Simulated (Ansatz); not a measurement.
Working through a convergence test of the k-point mesh of MgTi, space group P-6m2

With Ansatz 0.2.0 through its Python package.

Notebook, run cell by cell (the value of a cell's last expression is shown):

```python
import csv

import ansatz
import numpy as np
```

```python
vectors = np.array([
    [2.894343, 0.0, 0.0],
    [-1.447172, 2.506575, 0.0],
    [0.0, 0.0, 5.258921],
])
cell = (
    ansatz.Lattice.of(vectors)
    .atom("Mg", (0.0, 0.0, 0.0))
    .atom("Ti", (2 / 3, 1 / 3, 0.5))
)

[site.symbol for site in cell.resolved().sites]
```

    ['Mg', 'Ti']

```python
calculation = (
    cell.calculation()
    .functional(ansatz.Functional.PBESOL)
    .basis(17 * ansatz.Ha)
    .occupations(ansatz.OccupationsMethod.FERMI_DIRAC, width=50 * ansatz.meV)
    .forces()
    .stress()
)
```

```python
rows = []
for value in [1.0, 0.6, 0.4, 0.3]:
    r = calculation.kpoints(spacing=value).run(threads=1).report
    rows.append((value, r["free_energy_ev"] / len(r["lattice"]["sites"]), r["n_iterations"], sum(r["stress_gpa"][i][i] for i in range(3)) / 3, max(abs(f) for row in r["forces_ev_ang"] for f in row), r["n_kpoints"]))
```

```python
with open("kconv.csv", "w", newline="") as handle:
    writer = csv.writer(handle)
    writer.writerow(["spacing (1/A)", "F/atom (eV)", "iterations", "P (GPa)", "max component (eV/A)", "k-points"])
    writer.writerows([round(v, 5) if isinstance(v, float) else v for v in row] for row in rows)
```

```python
# the last row is the reference
for row in rows[:-1]:
    shift = 1000 * (row[1] - rows[-1][1])
    print(f"{row[0]}: {shift:+.2f} meV/atom" + ("  (within 2 meV)" if abs(shift) < 2 else ""))
```

    1.0: +53.99 meV/atom
    0.6: +26.72 meV/atom
    0.4: -15.81 meV/atom

`kconv.csv`, as written:
```csv
spacing (1/A),F/atom (eV),iterations,P (GPa),max component (eV/A),k-points
1.0,-2192.69217,6,-1.36069,0.0,6
0.6,-2192.71943,7,-1.39941,0.0,10
0.4,-2192.76197,6,-1.89256,0.0,16
0.3,-2192.74615,7,-1.9097,0.0,36
```

Caveats:
- Forces vanish by symmetry here and test nothing.
- Pressure is positive in compression.
- The structure comes from a database of computed cells and needn't be a stable or known phase.
- Shifts are counted from the finest mesh, which is itself no proven limit.
- Timing: 5.7 s on 1 thread of Arm Neoverse V1, on a shared host, peak memory 0.39 GiB.
